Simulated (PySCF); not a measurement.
# From one method to the next for InN (triplet)

What do other methods print for InN (triplet)?

Program: PySCF 2.14.0. Level of theory: each script names its method and basis. These are calculated values, not measurements.

2 further runs of the same task are left out: 1 for a known fault of the program, 1 that didn't finish.

**1. Where the work starts**

InN (triplet): 2 atoms, charge 0, spin multiplicity 3.

Bond lengths: In1–N2 2.045 Å.

**2. Base script**

The input, input.py:

```python
from pyscf import gto, scf

mol = gto.M(
    atom='In 0 0 0; N 0 0 2.045',
    basis='def2-svpd',
    ecp={'In': 'def2-svpd'},
    charge=0,
    spin=2,
    verbose=4,
)
mf = scf.UHF(mol)
mf.kernel()
mf.nuc_grad_method().kernel()
mf.dip_moment()
print('orbital energies (hartree):', [e[max(0, n-3):n+3].round(4) for e, n in zip(mf.mo_energy, mol.nelec)])
```

Started as:

```console
$ OMP_NUM_THREADS=1 python input.py
```

Its log is not repeated here.

In short: E(SCF) = -243.543956 Eh, 13 cycles, ⟨S²⟩ = 2.026, μ = 1.59 D, gradient on the second atom -0.0508 Eh/bohr.

The bond length is a typed value, not an optimised one. The triplet is typed in the script; nothing here shows that it is the ground state.

**3. MP2**

Run 1 changes step after the SCF: gradient → mp2; frozen orbitals: none → 5.

The input, input.py:

```python
from pyscf import gto, scf, mp

mol = gto.M(
    atom='In 0 0 0; N 0 0 2.045',
    basis='def2-svpd',
    ecp={'In': 'def2-svpd'},
    charge=0,
    spin=2,
    verbose=4,
)
mf = scf.UHF(mol)
mf.kernel()
mp.MP2(mf, frozen=5).kernel()
mf.dip_moment()
print('orbital energies (hartree):', [e[max(0, n-3):n+3].round(4) for e, n in zip(mf.mo_energy, mol.nelec)])
```

Started as:

```console
$ OMP_NUM_THREADS=1 python input.py
```

**4. Pw91 (UKS)**

Run 2 changes functional: none (Hartree–Fock) → pw91; SCF type: UHF → UKS; step after the SCF: gradient → analyze.

Edit input.py of step 2 so:

```diff
@@ -1,2 +1,2 @@
-from pyscf import gto, scf
+from pyscf import gto, dft
 
@@ -10,5 +10,5 @@
 )
-mf = scf.UHF(mol)
+mf = dft.UKS(mol, xc='pw91')
 mf.kernel()
-mf.nuc_grad_method().kernel()
+mf.mulliken_pop()
 mf.dip_moment()
```

**5. Blyp (UKS)**

Run 3 changes functional: none (Hartree–Fock) → blyp; SCF type: UHF → UKS; step after the SCF: gradient → analyze.

Edit input.py of step 2 so:

```diff
@@ -1,2 +1,2 @@
-from pyscf import gto, scf
+from pyscf import gto, dft
 
@@ -10,5 +10,5 @@
 )
-mf = scf.UHF(mol)
+mf = dft.UKS(mol, xc='blyp')
 mf.kernel()
-mf.nuc_grad_method().kernel()
+mf.mulliken_pop()
 mf.dip_moment()
```

**6. Geometry optimisation**

Run 4 changes step after the SCF: gradient → optimize.

The input, input.py:

```python
from pyscf import gto, scf
from pyscf.geomopt.geometric_solver import optimize

mol = gto.M(
    atom='In 0 0 0; N 0 0 2.045',
    basis='def2-svpd',
    ecp={'In': 'def2-svpd'},
    charge=0,
    spin=2,
    verbose=4,
)
mf = scf.UHF(mol)
mf.kernel()
mol_eq = optimize(mf, maxsteps=30)
print('optimised geometry (angstrom)')
print(mol_eq.tostring('raw'))
print('orbital energies (hartree):', [e[max(0, n-3):n+3].round(4) for e, n in zip(mf.mo_energy, mol.nelec)])
```

What does the calculation give? Wanted: for each run, E(SCF); from base; gap, α spin; SCF dipole; after the SCF.

**Answer**, as computed:

```
                  run  E(SCF) (hartree)  from base (eV)  cycles  gap, α spin (eV)  SCF dipole (D)                           after the SCF
                 base       -243.543956               0      13              9.29            1.59                                     n/a
                  MP2       -243.543956          0.0000      13              9.29            1.59  MP2 correlation -4.580 eV, core frozen
           pw91 (UKS)       -244.779052  not comparable      14              3.23            3.08                                     n/a
           blyp (UKS)       -244.673877  not comparable      13              3.20            3.07                                     n/a
geometry optimisation       -243.543956          0.0000      13              9.29             n/a                 bond 2.228 Å, -0.207 eV
```

SCF columns refer to the geometry typed in the script.

Total energies of different functionals can't be compared with each other; differences within one functional can. The dearest run is “geometry optimisation”, at 7.7 s against 2.1 s.
